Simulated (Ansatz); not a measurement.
This script makes an atomisation energy of C2H6Ge2, SMILES [GeH3][C]#[C][GeH3] with the Python package of Ansatz (0.2.0).

The script, `tae_c2h6ge2.py`:
```python
'''Atomisation energy of C2H6Ge2 at the given geometry.'''

from collections import Counter

import ansatz as az
from ase import Atoms


def single_point(molecule, charge=0, unpaired=0):
    calc = molecule.calculation().basis(gaussian='6-31G*').functional('R2SCAN0')
    if charge:
        calc = calc.charge(charge)
    if unpaired:
        calc = calc.spin('collinear', total=unpaired)
    return calc.run(threads=1).report['free_energy_ev']

atoms = Atoms(['Ge', 'C', 'C', 'Ge', 'H', 'H', 'H', 'H', 'H', 'H'], positions=[
    (1.0213, 2.229, -0.2547),
    (0.2253, 0.5413, -0.0678),
    (-0.2771, -0.555, 0.0462),
    (-0.914, -2.2756, 0.256),
    (0.1693, 3.0543, -1.3487),
    (0.9086, 3.0377, 1.0883),
    (2.4764, 2.1527, -0.7169),
    (-1.856, -2.5838, -0.9644),
    (-1.8262, -2.3212, 1.602),
    (0.1556, -3.3306, 0.363),
])
c2h6ge2 = az.Crystal.molecule_from_ase(atoms)

# unpaired electrons of the ground-state atoms
unpaired = {'Ge': 2, 'C': 2, 'H': 1}
counts = Counter(site.symbol for site in c2h6ge2.cartesian_sites)
atom_energy = {s: single_point(az.Crystal.molecule().atom(s, (0, 0, 0)), 0, unpaired[s]) for s in counts}
whole = single_point(c2h6ge2, 0, 0)
for s, e in atom_energy.items():
    print(f'{s:2s} x{counts[s]}  {e:14.5f} eV')
print(f'C2H6Ge2: {whole:.5f} eV')
split = sum(counts[s] * e for s, e in atom_energy.items()) - whole
print(f'atomisation energy (no zero-point term): {96.485332 * split:.1f} kJ/mol, {split / sum(counts.values()):.3f} eV an atom')
```

What does it cost to take this molecule apart into atoms?

3137.8 kJ/mol from the electronic energies, without the zero-point term.

What the script printed:

`python tae_c2h6ge2.py` gives:
```text
Ge x2    -56507.38770 eV
C  x2     -1029.18038 eV
H  x6       -13.55743 eV
C2H6Ge2: -115187.00193 eV
atomisation energy (no zero-point term): 3137.8 kJ/mol, 3.252 eV an atom
```

Total energies depend on the basis set; only differences at equal settings carry meaning. The geometry is a force-field or estimated start, not a minimum of this method, and the basis set is short of its limit. All parts are taken at fixed geometry, without zero-point energy. Hardware and time: 5.6 s on 1 thread of Intel(R) Xeon(R) 6975P-C (Granite Rapids), on a shared host, peak memory 0.36 GiB.
